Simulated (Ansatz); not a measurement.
# C3H7GeN: two geometries relaxed

Are the two ends of the shift of H11 from Ge5 to C1 separate minima, and which lies lower? Each is relaxed from a guess. SMILES of the start: [CH]1=NC[CH2][GeH2]1.

Method: RKS PBE/def2-SVP, in Ansatz 0.2.0.

### 1 The system as given

Bond lengths: C1–N2 1.228 Å, N2–C3 1.428 Å, C3–C4 1.545 Å, C1–Ge5 1.902 Å, C4–Ge5 2.002 Å, C1–H6 1.140 Å, C3–H7 1.162 Å, C3–H8 1.108 Å, C4–H9 1.086 Å, C4–H10 1.066 Å, Ge5–H11 1.529 Å, Ge5–H12 1.545 Å. Angles (14 of 22 angles, heavy atoms first): C1–N2–C3 115.9°, N2–C1–Ge5 117.4°, N2–C3–C4 114.6°, C3–C4–Ge5 101.5°, C1–Ge5–C4 86.0°, N2–C1–H6 121.9°, Ge5–C1–H6 120.3°, N2–C3–H7 110.6°, N2–C3–H8 111.8°, C4–C3–H7 106.8°, C4–C3–H8 108.4°, C3–C4–H9 109.7°, C3–C4–H10 111.7°, Ge5–C4–H9 107.2°.

Coordinates:

```xyz
12

C    -1.3639    0.1563    0.6604
N    -0.4963   -0.0456    1.5050
C     0.8012   -0.3679    1.0030
C     1.0497    0.0633   -0.4596
Ge   -0.8212    0.1829   -1.1622
H    -2.4299    0.4422    0.9470
H     1.6268    0.1363    1.6476
H     1.0189   -1.4510    1.0905
H     1.4642    1.0667   -0.4800
H     1.5653   -0.6898   -1.0112
H    -1.2823   -1.0967   -1.8605
H    -1.0555    1.5481   -1.8460
```

### 2 Relaxing end A

input.yaml

```yaml
crystal:
  periodic: [false, false, false]
  atoms:
    - { symbol: C, position_ang: [-1.3639, 0.1563, 0.6604] }
    - { symbol: "N", position_ang: [-0.4963, -0.0456, 1.505] }
    - { symbol: C, position_ang: [0.8012, -0.3679, 1.003] }
    - { symbol: C, position_ang: [1.0497, 0.0633, -0.4596] }
    - { symbol: Ge, position_ang: [-0.8212, 0.1829, -1.1622] }
    - { symbol: H, position_ang: [-2.4299, 0.4422, 0.947] }
    - { symbol: H, position_ang: [1.6268, 0.1363, 1.6476] }
    - { symbol: H, position_ang: [1.0189, -1.451, 1.0905] }
    - { symbol: H, position_ang: [1.4642, 1.0667, -0.48] }
    - { symbol: H, position_ang: [1.5653, -0.6898, -1.0112] }
    - { symbol: H, position_ang: [-1.2823, -1.0967, -1.8605] }
    - { symbol: H, position_ang: [-1.0555, 1.5481, -1.846] }
basis:
  gaussian: { orbitals: def2-SVP }
hamiltonian:
  xc: pbe
relax:
  f_tol: 0.02
  max_steps: 50
```

On the command line:

```bash
ansatz run input.yaml --threads 2 --pin off --max-ram 3072MiB --backend cpu --events-out ev --progress --plain --runs-dir out
```

The program printed (excerpt; [...] marks lines left out):

```text
Warning: RAYON_NUM_THREADS=2 ignored (pool sized by the plan → 2); use --threads N
[...]
Functional definition: PBE
[...]
1403 factors; their error is unknown
[...]
mean field -61206.67183674 eV, -2249.3037026278 hartree, gradient 5.2e-5 eV, S^2 0.000000; 0 other end points of the search recorded, 0 dependent functions left out
[...]
reference -61206.67187182 eV, -2249.3037039171 hartree; 32, 32 occupied and 91, 91 virtual orbitals, 1403 factors
relax step   1: F+E_penalty+E_count = -61206.67183674 eV  Δ(F+E_penalty+E_count) = +0.000e0 eV  max|allowed force component| = 4.549e0 eV/Å  Δτ_max = 0.0000 Å  (30 SCF iters, accepted)
[...]
relax step   4: F+E_penalty+E_count = -61207.13874422 eV  Δ(F+E_penalty+E_count) = +2.041e-3 eV  max|allowed force component| = 6.153e-1 eV/Å  Δτ_max = 0.1635 Å  (30 SCF iters, rejected (line search))
[...]
relax step   7: F+E_penalty+E_count = -61207.16826549 eV  Δ(F+E_penalty+E_count) = +1.260e-3 eV  max|allowed force component| = 1.268e-1 eV/Å  Δτ_max = 0.0223 Å  (33 SCF iters, rejected (line search))
[...]
relax step  10: F+E_penalty+E_count = -61207.17116267 eV  Δ(F+E_penalty+E_count) = -4.054e-4 eV  max|allowed force component| = 8.382e-2 eV/Å  Δτ_max = 0.0274 Å  (32 SCF iters, accepted)
[...]
relax step  12: F+E_penalty+E_count = -61207.17170031 eV  Δ(F+E_penalty+E_count) = -3.298e-4 eV  max|allowed force component| = 3.980e-2 eV/Å  Δτ_max = 0.0180 Å  (32 SCF iters, accepted)
[...]
1403 factors; their error is unknown
mean field -61207.17215587 eV, -2249.3220890168 hartree, gradient 2.9e-5 eV, S^2 0.000000; 1 other end points of the search recorded, 0 dependent functions left out
[...]
reference -61207.17219292 eV, -2249.3220903784 hartree; 32, 32 occupied and 91, 91 virtual orbitals, 1403 factors
Total energy: -61207.17219292 eV, -2249.3220903784 hartree
Atom 0 at    -1.446544     0.105462     0.708370 Å, force    -0.006837     0.001937    -0.009158 eV/Å
Atom 1 at    -0.518661    -0.149855     1.552816 Å, force     0.008030     0.000828    -0.010848 eV/Å
Atom 2 at     0.845486    -0.289152     1.034944 Å, force    -0.016630    -0.003152     0.002802 eV/Å
Atom 3 at     1.031201    -0.038400    -0.489140 Å, force    -0.016350     0.004660    -0.003843 eV/Å
Atom 4 at    -0.805524     0.262861    -1.168236 Å, force     0.005829    -0.003094     0.008726 eV/Å
Atom 5 at    -2.486804     0.206413     1.079015 Å, force     0.005066    -0.000741    -0.000159 eV/Å
Atom 6 at     1.483602     0.392049     1.638063 Å, force     0.010732     0.012502     0.010282 eV/Å
Atom 7 at     1.179241    -1.311799     1.316054 Å, force     0.007656    -0.014296     0.006850 eV/Å
Atom 8 at     1.656136     0.853944    -0.686645 Å, force     0.004633     0.007466    -0.001104 eV/Å
Atom 9 at     1.509993    -0.896812    -0.997622 Å, force     0.000472    -0.008240    -0.003806 eV/Å
Atom 10 at    -1.337689    -0.840347    -2.124993 Å, force    -0.001385    -0.000946    -0.000352 eV/Å
Atom 11 at    -1.033436     1.650438    -1.828625 Å, force    -0.001217     0.003077     0.000610 eV/Å
Dipole moment:     0.152724     0.008149    -0.214907 e Å
```

Wall time 40 s (2 threads of Arm Neoverse V1, shared host); peak memory 0.17 GiB.

The steps of the relaxation:

| step | energy from step 1 (eV) | largest force component (eV/Å) |
| --- | --- | --- |
| 1 | 0.0000 | 4.5493 |
| 2 | -0.4238 | 1.4767 |
| 3 | -0.4689 | 0.5304 |
| 4x | -0.4669 | 0.6153 |
| 5 | -0.4938 | 0.2669 |
| 6 | -0.4977 | 0.0588 |
| 7x | -0.4964 | 0.1268 |
| 8 | -0.4983 | 0.0209 |
| 9 | -0.4989 | 0.0986 |
| 10 | -0.4993 | 0.0838 |
| 11 | -0.4995 | 0.0941 |
| 12 | -0.4999 | 0.0398 |
| 13 | -0.5003 | 0.0166 |

Step 1 is the start. 2 steps were tried and not accepted (marked x).

After: Bond lengths: C1–N2 1.280 Å, N2–C3 1.466 Å, C3–C4 1.556 Å, C1–Ge5 1.989 Å, C4–Ge5 1.981 Å, C1–H6 1.109 Å, C3–H7 1.111 Å, C3–H8 1.112 Å, C4–H9 1.107 Å, C4–H10 1.107 Å, Ge5–H11 1.554 Å, Ge5–H12 1.554 Å. Angles (14 of 22 angles, heavy atoms first): C1–N2–C3 117.4°, N2–C1–Ge5 113.9°, N2–C3–C4 116.2°, C3–C4–Ge5 104.5°, C1–Ge5–C4 87.9°, N2–C1–H6 118.5°, Ge5–C1–H6 127.6°, N2–C3–H7 106.5°, N2–C3–H8 106.1°, C4–C3–H7 111.4°, C4–C3–H8 111.1°, C3–C4–H9 111.8°, C3–C4–H10 112.1°, Ge5–C4–H9 109.9°.

### 3 Relaxing end B

The second end starts from a geometry with the move made by hand.

Changes to input.yaml since step 2:

```diff
@@ -13,3 +13,3 @@
     - { symbol: H, position_ang: [1.5653, -0.6898, -1.0112] }
-    - { symbol: H, position_ang: [-1.2823, -1.0967, -1.8605] }
+    - { symbol: H, position_ang: [-1.79069, -0.81327, 0.40373] }
     - { symbol: H, position_ang: [-1.0555, 1.5481, -1.846] }
@@ -22 +22,3 @@
   max_steps: 50
+output:
+  orbitals: {}
```

On the command line:

```bash
ansatz run input.yaml --threads 2 --pin off --max-ram 3072MiB --backend cpu --events-out ev --progress --plain --runs-dir out
```

The program printed (excerpt; [...] marks lines left out):

```text
Warning: RAYON_NUM_THREADS=2 ignored (pool sized by the plan → 2); use --threads N
[...]
[... 1 set-up line as earlier in the session ...]
[...]
1403 factors; their error is unknown
[...]
mean field -61203.09772472 eV, -2249.1723564339 hartree, gradient 2.2e-5 eV, S^2 0.000000; 1 other end points of the search recorded, 0 dependent functions left out
[...]
reference -61203.09775869 eV, -2249.1723576821 hartree; 32, 32 occupied and 91, 91 virtual orbitals, 1403 factors
relax step   1: F+E_penalty+E_count = -61203.09772472 eV  Δ(F+E_penalty+E_count) = +0.000e0 eV  max|allowed force component| = 6.973e0 eV/Å  Δτ_max = 0.0000 Å  (94 SCF iters, accepted)
[...]
relax step   4: F+E_penalty+E_count = -61204.85551837 eV  Δ(F+E_penalty+E_count) = -2.717e-1 eV  max|allowed force component| = 2.702e0 eV/Å  Δτ_max = 0.1955 Å  (40 SCF iters, accepted)
[...]
relax step   7: F+E_penalty+E_count = -61205.56565048 eV  Δ(F+E_penalty+E_count) = -2.200e-1 eV  max|allowed force component| = 1.735e0 eV/Å  Δτ_max = 0.1948 Å  (33 SCF iters, accepted)
[...]
relax step  10: F+E_penalty+E_count = -61206.78567256 eV  Δ(F+E_penalty+E_count) = -4.770e-1 eV  max|allowed force component| = 1.653e0 eV/Å  Δτ_max = 0.1946 Å  (37 SCF iters, accepted)
[...]
relax step  13: F+E_penalty+E_count = -61207.11923783 eV  Δ(F+E_penalty+E_count) = -5.381e-2 eV  max|allowed force component| = 8.511e-1 eV/Å  Δτ_max = 0.0847 Å  (30 SCF iters, accepted)
[...]
relax step  14: F+E_penalty+E_count = -61207.08079045 eV  Δ(F+E_penalty+E_count) = +3.845e-2 eV  max|allowed force component| = 9.475e-1 eV/Å  Δτ_max = 0.2000 Å  (30 SCF iters, rejected (line search))
[...]
relax step  15: F+E_penalty+E_count = -61207.14628563 eV  Δ(F+E_penalty+E_count) = -2.705e-2 eV  max|allowed force component| = 3.175e-1 eV/Å  Δτ_max = 0.1000 Å  (31 SCF iters, accepted)
[...]
1403 factors; their error is unknown
mean field -61207.15979624 eV, -2249.3216348090 hartree, gradient 1.1e-5 eV, S^2 0.000000; 0 other end points of the search recorded, 0 dependent functions left out
```

### 4 The log goes on: end point B relaxed

Output, continued (excerpt; [...] marks lines left out):

```text
[...]
reference -61207.15983254 eV, -2249.3216361428 hartree; 32, 32 occupied and 91, 91 virtual orbitals, 1403 factors
relax step  16: F+E_penalty+E_count = -61207.15979624 eV  Δ(F+E_penalty+E_count) = -1.351e-2 eV  max|allowed force component| = 2.162e-1 eV/Å  Δτ_max = 0.1000 Å  (29 SCF iters, accepted)
[...]
relax step  18: F+E_penalty+E_count = -61207.17013009 eV  Δ(F+E_penalty+E_count) = -3.741e-3 eV  max|allowed force component| = 3.865e-2 eV/Å  Δτ_max = 0.0479 Å  (31 SCF iters, accepted)
[...]
relax step  20: F+E_penalty+E_count = -61207.17090785 eV  Δ(F+E_penalty+E_count) = +7.974e-5 eV  max|allowed force component| = 9.695e-2 eV/Å  Δτ_max = 0.0259 Å  (32 SCF iters, rejected (line search))
[...]
relax step  22: F+E_penalty+E_count = -61207.17190964 eV  Δ(F+E_penalty+E_count) = -3.503e-4 eV  max|allowed force component| = 2.793e-2 eV/Å  Δτ_max = 0.0337 Å  (32 SCF iters, accepted)
[...]
Atom 2 at     0.905318    -0.204784     1.148728 Å, force    -0.013906    -0.003331     0.003189 eV/Å
Atom 3 at     0.919544    -0.131528    -0.406296 Å, force     0.010387     0.007928     0.014114 eV/Å
Atom 4 at    -0.963655     0.228353    -0.903419 Å, force    -0.003168    -0.000009     0.006479 eV/Å
Atom 5 at    -2.381223     0.445684     1.509563 Å, force     0.000056    -0.004475     0.000968 eV/Å
Atom 6 at     1.620797     0.520752     1.594429 Å, force    -0.003205    -0.002324    -0.004067 eV/Å
Atom 7 at     1.251065    -1.199204     1.507903 Å, force     0.000117     0.004049    -0.002569 eV/Å
Atom 8 at     1.574290     0.682026    -0.774951 Å, force    -0.003721    -0.004231    -0.000103 eV/Å
Atom 9 at     1.275021    -1.075069    -0.863034 Å, force    -0.002318    -0.003610    -0.003287 eV/Å
Atom 10 at    -1.657534    -0.910504    -1.701728 Å, force     0.000974     0.001554     0.001469 eV/Å
Atom 11 at    -1.193161     1.573131    -1.647330 Å, force    -0.000565    -0.000268    -0.000148 eV/Å
Dipole moment:     0.128158    -0.018212    -0.229680 e Å
```

It took 83 s on 2 threads of Arm Neoverse V1, shared host; peak memory 0.17 GiB.

The steps of the relaxation:

| step | energy from step 1 (eV) | largest force component (eV/Å) |
| --- | --- | --- |
| 1 | 0.0000 | 6.9729 |
| 2 | -1.1091 | 1.6232 |
| 3 | -1.4860 | 1.9191 |
| 4 | -1.7578 | 2.7023 |
| 5 | -2.0432 | 1.6663 |
| 6 | -2.2479 | 1.5700 |
| 7 | -2.4679 | 1.7349 |
| 8 | -2.7800 | 1.7533 |
| 9 | -3.2110 | 1.8884 |
| 10 | -3.6879 | 1.6530 |
| 11 | -3.9293 | 0.7147 |
| 12 | -3.9677 | 0.7972 |
| 13 | -4.0215 | 0.8511 |
| 14x | -3.9831 | 0.9475 |
| 15 | -4.0486 | 0.3175 |
| 16 | -4.0621 | 0.2162 |
| 17 | -4.0687 | 0.1972 |
| 18 | -4.0724 | 0.0387 |
| 19 | -4.0733 | 0.0725 |
| 20x | -4.0732 | 0.0969 |
| 21 | -4.0738 | 0.0175 |
| 22 | -4.0742 | 0.0279 |
| 23 | -4.0744 | 0.0333 |
| 24 | -4.0745 | 0.0211 |
| 25 | -4.0746 | 0.0141 |

Step 1 is the start. 2 steps were tried and not accepted (marked x).

After: Bond lengths: C1–N2 1.281 Å, N2–C3 1.466 Å, C3–C4 1.557 Å, C1–Ge5 1.989 Å, C4–Ge5 1.981 Å, C1–H6 1.109 Å, C3–H7 1.112 Å, C3–H8 1.112 Å, C4–H9 1.107 Å, C4–H10 1.107 Å, Ge5–H11 1.554 Å, Ge5–H12 1.554 Å. Angles (14 of 22 angles, heavy atoms first): C1–N2–C3 117.5°, N2–C1–Ge5 113.9°, N2–C3–C4 116.2°, C3–C4–Ge5 104.5°, C1–Ge5–C4 87.9°, N2–C1–H6 118.5°, Ge5–C1–H6 127.6°, N2–C3–H7 106.4°, N2–C3–H8 106.2°, C4–C3–H7 111.3°, C4–C3–H8 111.2°, C3–C4–H9 111.9°, C3–C4–H10 112.0°, Ge5–C4–H9 110.2°.

Pairs that crossed the distance rule for bonds on the way: came closer Ge5–H11; moved apart C1–H11.

### 5 What came out

| quantity | value |
| --- | --- |
| end A | 10 moves, 0.500 eV lower |
| end B | 22 moves, 4.075 eV lower |
| largest difference between the ends | 0.04 Å |
| end B relative to end A | -0.000 eV |

**Reading.** Both starts fell into the same minimum (no atom differs by more than 0.04 Å), so from this start no second minimum was found and no band was run; another arrangement could still be one.
